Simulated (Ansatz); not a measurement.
# H9InO3Si3: small, medium and large basis sets

How large a basis does H9InO3Si3 need? Two functionals are run in growing sets.

The runs use Ansatz 0.2.0, Gaussian basis; one geometry, several basis sets.

Levels to be run: PBE0-D4/def2-SVP; ωB97M-V/def2-SVP; PBE0-D4/def2-QZVPP; ωB97M-V/def2-QZVPP; the functionals' def2-TZVPP values are taken from earlier runs.

**1. The relaxed structure**

The geometry comes from an earlier relaxation with PBE0-D4 in a triple-zeta def2 set; it is a stationary point, not always the lowest conformer. In takes the def2 core potential; no spin-orbit term is included.

SMILES `[SiH3][O][In]([O][SiH3])[O][SiH3]`, 16 atoms, charge 0, spin multiplicity 1.

Atoms are counted from 1 here; the program's logs count them from 0.

Bond lengths: Si1–O2 1.636 Å, Si1–H8 1.485 Å, Si1–H9 1.492 Å, Si1–H10 1.488 Å, O2–In3 1.953 Å, In3–O4 1.947 Å, In3–O6 1.961 Å, O4–Si5 1.637 Å, Si5–H11 1.490 Å, Si5–H12 1.490 Å, Si5–H13 1.485 Å, O6–Si7 1.635 Å, Si7–H14 1.486 Å, Si7–H15 1.489 Å, Si7–H16 1.492 Å. Angles: O2–Si1–H8 108.7°, O2–Si1–H9 111.0°, O2–Si1–H10 110.9°, H8–Si1–H9 109.0°, H8–Si1–H10 109.2°, H9–Si1–H10 108.1°, Si1–O2–In3 134.9°, O2–In3–O4 119.9°, O2–In3–O6 120.9°, O4–In3–O6 119.2°, In3–O4–Si5 135.1°, O4–Si5–H11 111.1°, O4–Si5–H12 111.1°, O4–Si5–H13 108.1°, H11–Si5–H12 108.1°, H11–Si5–H13 109.1°, H12–Si5–H13 109.1°, In3–O6–Si7 135.6° and more.

**2. PBE0-D4 in def2-SVP**

The input, in.yaml:

```yaml
crystal:
  periodic: [false, false, false]
  atoms:
    - {symbol: Si, position_ang: [0.854612, -3.024848, -0.338850]}
    - {symbol: O, position_ang: [0.411459, -1.689632, -1.174800]}
    - {symbol: In, position_ang: [-0.047411, 0.147353, -0.694994]}
    - {symbol: O, position_ang: [-0.400066, 1.455757, -2.093187]}
    - {symbol: Si, position_ang: [-0.807994, 3.041364, -2.120533]}
    - {symbol: O, position_ang: [-0.159616, 0.699216, 1.183597]}
    - {symbol: Si, position_ang: [-0.035175, -0.051090, 2.631380]}
    - {symbol: H, position_ang: [1.638787, -3.909807, -1.238017]}
    - {symbol: H, position_ang: [1.694574, -2.663861, 0.839898]}
    - {symbol: H, position_ang: [-0.340053, -3.762955, 0.154358]}
    - {symbol: H, position_ang: [-2.104918, 3.274457, -1.425966]}
    - {symbol: H, position_ang: [0.230619, 3.875084, -1.453521]}
    - {symbol: H, position_ang: [-0.932778, 3.461914, -3.539382]}
    - {symbol: H, position_ang: [-0.800335, 0.725630, 3.640782]}
    - {symbol: H, position_ang: [1.386806, -0.143385, 3.062104]}
    - {symbol: H, position_ang: [-0.588510, -1.435188, 2.567122]}
basis:
  gaussian: {orbitals: def2-SVP}
hamiltonian: {xc: pbe0, dispersion: d4}
output: {orbitals: {seedname: orbitals}}
```

On the command line:

```sh
> ansatz run in.yaml --threads 2 --pin off --events-out ev --progress --plain --max-ram 32768MiB --backend cpu
```

Further steps of the session: ωB97M-V in def2-SVP; PBE0-D4 in def2-QZVPP; ωB97M-V in def2-QZVPP.

Before running them: what should the planned runs give, taken together? Wanted: PBE0-D4: double and triple zeta above quadruple; ωB97M-V: double and triple zeta above quadruple.

**Answer**, as computed:

```
                                       quantity           value
PBE0-D4: double and triple zeta above quadruple  18.09, 1.28 eV
ωB97M-V: double and triple zeta above quadruple  18.21, 1.18 eV
```

For PBE0-D4 the step from double to triple zeta gains 16.81 eV and the next only 1.28 eV. Total energies overstate the basis error of differences, where much of it tends to cancel.
